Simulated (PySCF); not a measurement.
**One shape, several levels: C2H9AsSi (SMILES C[As](C)[SiH3])**

Wanted: a comparison of 4 runs (HF/STO-3G, HF/def2-SVP, TPSSh/aug-cc-pVDZ, CCSD/def2-SVP) of C2H9AsSi. 

The calculation is run with PySCF 2.14.0.

### Step 1. Starting point

The species is C2H9AsSi (13 atoms), meant as a singlet with charge 0. SMILES: `C[As](C)[SiH3]`. The shape comes from GFN2-xTB, which is rough for such elements, and wasn't checked as a minimum.

Bond lengths: As1–C2 1.977 Å, As1–C6 1.978 Å, As1–Si10 2.329 Å, C2–H3 1.091 Å, C2–H4 1.090 Å, C2–H5 1.090 Å, C6–H7 1.090 Å, C6–H8 1.090 Å, C6–H9 1.091 Å, Si10–H11 1.468 Å, Si10–H12 1.473 Å, Si10–H13 1.468 Å. Some angles: C2–As1–C6 96.7°, C2–As1–Si10 96.5°, C6–As1–Si10 96.4°, As1–C2–H3 110.0°, As1–C2–H4 111.5°, As1–C2–H5 110.4°, As1–C6–H7 110.4°, As1–C6–H8 111.5°, As1–C6–H9 110.0°, As1–Si10–H11 111.2°.

### Step 2. Energy and forces at HF/STO-3G (run 1)

job.py

```python
# AsMe2(SiH3)
from pyscf import gto

mol = gto.Mole()
mol.atom = '''
As       0.089520       0.122770       1.126710
C        1.770560       0.107990       0.085740
H        2.365000       0.990730       0.324610
H        1.575640       0.104510      -0.986210
H        2.363280      -0.771620       0.335320
C       -0.788730       1.584830       0.125650
H       -1.842000       1.651240       0.397020
H       -0.716010       1.432510      -0.950720
H       -0.319550       2.538700       0.370630
Si      -0.941490      -1.629210      -0.010870
H       -0.335810      -2.919150       0.341690
H       -0.849850      -1.507030      -1.475520
H       -2.370540      -1.706260       0.315950
'''
mol.basis = 'sto-3g'
mol.max_memory = 1860
mol.verbose = 3
mol.build()

mf = mol.RHF()
mf.conv_tol = 1e-10
mf.kernel()
if not mf.converged:
    mf = mf.newton().run(mf.mo_coeff, mf.mo_occ)

energy = mf.e_tot
print('E = %.10f Eh' % energy)
grad = mf.nuc_grad_method().kernel()
mf.analyze()
```

Started as:

```bash
$ OMP_NUM_THREADS=1 python job.py
```

What it wrote:

```text
converged SCF energy = -2574.98193878615
E = -2574.9819387862 Eh
--------------- RHF gradients ---------------
         x                y                z
0 As    -0.0033194461    -0.0068198753     0.0228151302
1 C     0.0102759029    -0.0021855683    -0.0084447391
2 H     0.0032820173     0.0054537175     0.0020907229
3 H    -0.0029159428    -0.0000440418    -0.0043958772
4 H     0.0030823856    -0.0044255666     0.0018169491
5 C    -0.0072050524     0.0077061844    -0.0082573623
6 H    -0.0053975330     0.0004471415     0.0018116245
7 H     0.0011827308    -0.0023557285    -0.0044512197
8 H     0.0031661034     0.0056590921     0.0021921019
9 Si     0.0127951897     0.0222025317     0.0125261599
10 H     0.0088628628    -0.0218930322     0.0040721633
11 H    -0.0002802326    -0.0010981501    -0.0253432646
12 H    -0.0235289855    -0.0026467044     0.0035676112
----------------------------------------------
**** MO energy ****
MO #1   energy= -427.559067060355  occ= 2
MO #2   energy= -67.9640515073905  occ= 2
MO #3   energy= -54.4333196024866  occ= 2
MO #4   energy= -49.3312092991162  occ= 2
MO #5   energy= -49.3311726525852  occ= 2
MO #6   energy= -49.3300886821404  occ= 2
MO #7   energy= -11.013008622017   occ= 2
MO #8   energy= -11.0129070546939  occ= 2
MO #9   energy= -7.30032248531292  occ= 2
MO #10  energy= -5.9513594479643   occ= 2
MO #11  energy= -5.23863122745656  occ= 2
MO #12  energy= -5.23852838889856  occ= 2
MO #13  energy= -5.2319624441113   occ= 2
MO #14  energy= -3.97695898214703  occ= 2
MO #15  energy= -3.97598290360813  occ= 2
MO #16  energy= -3.97586811457708  occ= 2
MO #17  energy= -1.11738689773224  occ= 2
MO #18  energy= -1.11679741619098  occ= 2
MO #19  energy= -1.11087824899635  occ= 2
MO #20  energy= -1.10974747914477  occ= 2
MO #21  energy= -1.10730160738345  occ= 2
MO #22  energy= -0.933398332500325 occ= 2
MO #23  energy= -0.88539323122955  occ= 2
MO #24  energy= -0.713764470477438 occ= 2
MO #25  energy= -0.613988315006709 occ= 2
MO #26  energy= -0.541969365212297 occ= 2
MO #27  energy= -0.534682840005495 occ= 2
MO #28  energy= -0.518415656528641 occ= 2
MO #29  energy= -0.515033548180388 occ= 2
MO #30  energy= -0.429417190184924 occ= 2
MO #31  energy= -0.424692331467489 occ= 2
MO #32  energy= -0.379229811261382 occ= 2
MO #33  energy= -0.340167275279032 occ= 2
MO #34  energy= -0.245211848934125 occ= 2
MO #35  energy= 0.364545657151734  occ= 0
MO #36  energy= 0.389940974907614  occ= 0
MO #37  energy= 0.473666444198731  occ= 0
MO #38  energy= 0.564560645427251  occ= 0
MO #39  energy= 0.565295041222729  occ= 0
MO #40  energy= 0.573088293758427  occ= 0
MO #41  energy= 0.706035704371765  occ= 0
MO #42  energy= 0.713562220975508  occ= 0
MO #43  energy= 0.714357250340839  occ= 0
MO #44  energy= 0.731532922366711  occ= 0
MO #45  energy= 0.737791349171336  occ= 0
MO #46  energy= 0.763018433449529  occ= 0
 ** Mulliken atomic charges  **
charge of    0As =      0.21449
charge of    1C =     -0.22025
charge of    2H =      0.03437
charge of    3H =      0.02846
charge of    4H =      0.03326
charge of    5C =     -0.22030
charge of    6H =      0.03324
charge of    7H =      0.02831
charge of    8H =      0.03429
charge of    9Si =      0.45362
charge of   10H =     -0.13897
charge of   11H =     -0.14174
charge of   12H =     -0.13880
Dipole moment(X, Y, Z, Debye):  0.04709,  0.10199, -0.77366
```

Wall time 7.2 s (1 thread of Intel Xeon at 2.70GHz, shared host); peak memory 0.12 GiB.

### Step 3. Energy and gradient at HF/def2-SVP (run 2)

input.py

```python
# AsMe2(SiH3)
import pyscf.grad
from pyscf import gto, scf

mol = gto.M(
    atom='''
As     0.089520     0.122770     1.126710
C      1.770560     0.107990     0.085740
H      2.365000     0.990730     0.324610
H      1.575640     0.104510    -0.986210
H      2.363280    -0.771620     0.335320
C     -0.788730     1.584830     0.125650
H     -1.842000     1.651240     0.397020
H     -0.716010     1.432510    -0.950720
H     -0.319550     2.538700     0.370630
Si    -0.941490    -1.629210    -0.010870
H     -0.335810    -2.919150     0.341690
H     -0.849850    -1.507030    -1.475520
H     -2.370540    -1.706260     0.315950
''',
    spin=0,
    max_memory=1860,
    verbose=4,
    basis='def2-svp',
)

mf = scf.RHF(mol)
mf.conv_tol = 1e-10
mf.kernel()
if not mf.converged:
    mf = mf.newton().run(mf.mo_coeff, mf.mo_occ)

e_final = mf.e_tot
print('Final energy', e_final)
grad = mf.Gradients().kernel()
mf.analyze()
```

Started as:

```bash
$ OMP_NUM_THREADS=1 python input.py
```

What it wrote:

```text
PySCF version 2.14.0

[... 91 lines left out ...]
MO #3   energy= -56.2640267416718  occ= 2
[... 11 lines left out ...]
MO #15  energy= -4.23245025901131  occ= 2
[... 11 lines left out ...]
MO #27  energy= -0.57957055275741  occ= 2
[... 11 lines left out ...]
MO #39  energy= 0.200881877539541  occ= 0
[... 11 lines left out ...]
MO #51  energy= 0.48981085135444   occ= 0
[... 11 lines left out ...]
MO #63  energy= 0.785974913484984  occ= 0
[... 11 lines left out ...]
MO #75  energy= 1.00234875420615   occ= 0
[... 11 lines left out ...]
MO #87  energy= 1.77448346510952   occ= 0
[... 11 lines left out ...]
MO #99  energy= 2.14411429824297   occ= 0
[... 11 lines left out ...]
MO #111 energy= 2.75646433700425   occ= 0
[... 11 lines left out ...]
MO #123 energy= 3.50211940945911   occ= 0
[... 100 lines left out ...]
pop of  9 Si 3py          0.80717
pop of  9 Si 3pz          0.80589
pop of  9 Si 4px          0.00762
pop of  9 Si 4py          0.00815
pop of  9 Si 4pz          0.00837
pop of  9 Si 3dxy         0.00835
pop of  9 Si 3dyz         0.00760
pop of  9 Si 3dz^2        0.01146
pop of  9 Si 3dxz         0.00430
pop of  9 Si 3dx2-y2      0.00895
pop of  10 H 1s           1.12474
pop of  10 H 2s           0.00248
pop of  10 H 2px          0.00073
pop of  10 H 2py          0.00369
pop of  10 H 2pz          0.00025
pop of  11 H 1s           1.13273
pop of  11 H 2s           0.00271
pop of  11 H 2px          0.00004
pop of  11 H 2py          0.00007
pop of  11 H 2pz          0.00450
pop of  12 H 1s           1.12458
pop of  12 H 2s           0.00247
pop of  12 H 2px          0.00439
pop of  12 H 2py          0.00006
pop of  12 H 2pz          0.00022
 ** Mulliken atomic charges  **
charge of    0As =      0.20581
charge of    1C =     -0.40477
charge of    2H =      0.09534
charge of    3H =      0.08579
charge of    4H =      0.09440
charge of    5C =     -0.40502
charge of    6H =      0.09448
charge of    7H =      0.08555
charge of    8H =      0.09531
charge of    9Si =      0.45677
charge of   10H =     -0.13189
charge of   11H =     -0.14004
charge of   12H =     -0.13172
Dipole moment(X, Y, Z, Debye):  0.40634,  0.72587, -0.83729
```

Wall time 29 s (1 thread of Intel Xeon at 2.70GHz, shared host); peak memory 0.34 GiB.

Run 3 isn't shown in full; the table further down has it.

### Step 4. A single-point energy at CCSD/def2-SVP (run 4)

Edit job.py of step 2 so:

```diff
@@ -1,3 +1,3 @@
 # AsMe2(SiH3)
-from pyscf import gto
+from pyscf import gto, cc
 
@@ -19,16 +19,19 @@
 '''
-mol.basis = 'sto-3g'
+mol.verbose = 4
+mol.charge = 0
+mol.basis = 'def2-svp'
 mol.max_memory = 1860
-mol.verbose = 3
 mol.build()
 
-mf = mol.RHF()
-mf.conv_tol = 1e-10
-mf.kernel()
-if not mf.converged:
-    mf = mf.newton().run(mf.mo_coeff, mf.mo_occ)
+hf = mol.RHF()
+hf.conv_tol = 1e-10
+hf.kernel()
+if not hf.converged:
+    hf = hf.newton().run(hf.mo_coeff, hf.mo_occ)
 
-energy = mf.e_tot
-print('E = %.10f Eh' % energy)
-grad = mf.nuc_grad_method().kernel()
-mf.analyze()
+mycc = cc.CCSD(hf, frozen=16)
+mycc.kernel()
+e_final = mycc.e_tot
+print('Final energy', e_final)
+dip = hf.dip_moment()
+pop, q = hf.mulliken_pop()
```

Started as:

```bash
$ OMP_NUM_THREADS=1 python job.py
```

What it wrote:

```text
PySCF version 2.14.0

[... 67 lines left out ...]
converged SCF energy = -2603.67880721933
[... 12 lines left out ...]
Init t2, MP2 energy = -2604.31422592926  E_corr(MP2) -0.635418709924251
[... 11 lines left out ...]
CCSD converged
[... 1 line left out ...]
Final energy -2604.3710020719054
Dipole moment(X, Y, Z, Debye):  0.40634,  0.72587, -0.83729
[... 98 lines left out ...]
pop of  9 Si 3px          0.41725
pop of  9 Si 3py          0.42029
pop of  9 Si 3pz          0.41430
pop of  9 Si 4px          0.33003
pop of  9 Si 4py          0.30017
pop of  9 Si 4pz          0.31896
pop of  9 Si 3dxy         0.03202
pop of  9 Si 3dyz         0.02455
pop of  9 Si 3dz^2        0.06943
pop of  9 Si 3dxz         0.01591
pop of  9 Si 3dx2-y2      0.04948
pop of  10 H 1s           0.74904
pop of  10 H 2s           0.37178
pop of  10 H 2px          0.00213
pop of  10 H 2py          0.00819
pop of  10 H 2pz          0.00115
pop of  11 H 1s           0.74843
pop of  11 H 2s           0.38071
pop of  11 H 2px          0.00068
pop of  11 H 2py          0.00081
pop of  11 H 2pz          0.00990
pop of  12 H 1s           0.74897
pop of  12 H 2s           0.37188
pop of  12 H 2px          0.00956
pop of  12 H 2py          0.00084
pop of  12 H 2pz          0.00108
 ** Mulliken atomic charges  **
charge of    0As =     -0.00643
charge of    1C =     -0.26756
charge of    2H =      0.06860
charge of    3H =      0.06035
charge of    4H =      0.06832
charge of    5C =     -0.26802
charge of    6H =      0.06843
charge of    7H =      0.06003
charge of    8H =      0.06870
charge of    9Si =      0.55272
charge of   10H =     -0.13229
charge of   11H =     -0.14053
charge of   12H =     -0.13234
```

Run time: 63 s. Hardware: 1 thread of Intel Xeon at 2.70GHz, shared host; peak memory 1.2 GiB.

### Step 5. Overview of the runs

| run | level | integration grid | task | energy (Eh) | dipole moment (D) of the reference | HOMO energy (eV) | LUMO energy (eV) | wall time |
| --- | --- | --- | --- | --- | --- | --- | --- | --- |
| 1 | HF/STO-3G | – | gradient | -2574.981939 | 0.78 | -6.67 | 9.92 | 7.2 s |
| 2 | HF/def2-SVP | – | gradient | -2603.678807 | 1.18 | -9.01 | 3.81 | 29 s |
| 3 | TPSSh/aug-cc-pVDZ | 5 | gradient | -2606.960541 | 1.19 | -6.14 | -0.38 | 4.2 min |
| 4 | CCSD/def2-SVP | – | energy | -2604.371002 | 1.18 | -9.01 | 3.81 | 63 s |

### Step 6. What came out

| quantity | value |
| --- | --- |
| run 4: total energy | -2604.37100 Eh |
| run 4: dipole moment (Hartree–Fock density) | 1.18 D |
| run 4: HOMO energy (Hartree–Fock orbitals) | -9.01 eV |
| run 4: LUMO energy (Hartree–Fock orbitals) | 3.81 eV |
| run 4: HOMO–LUMO gap (Hartree–Fock orbitals) | 12.82 eV |
| run 4: correlation energy (16 core orbitals frozen) | -692.2 mEh |
| run 4: T1 diagnostic | 0.009 |

In words: Over runs 1, 2, 3 the dipole moment (its size) runs from 0.78 D (HF/STO-3G) to 1.19 D (TPSSh/aug-cc-pVDZ). The two ends differ in method and basis. Over runs 1, 2, 3 the HOMO–LUMO gap runs from 5.76 eV (TPSSh/aug-cc-pVDZ) to 16.59 eV (HF/STO-3G). In run 1 the basis is minimal, so the values are rough. All runs together took 5.8 min, the longest 4.2 min.
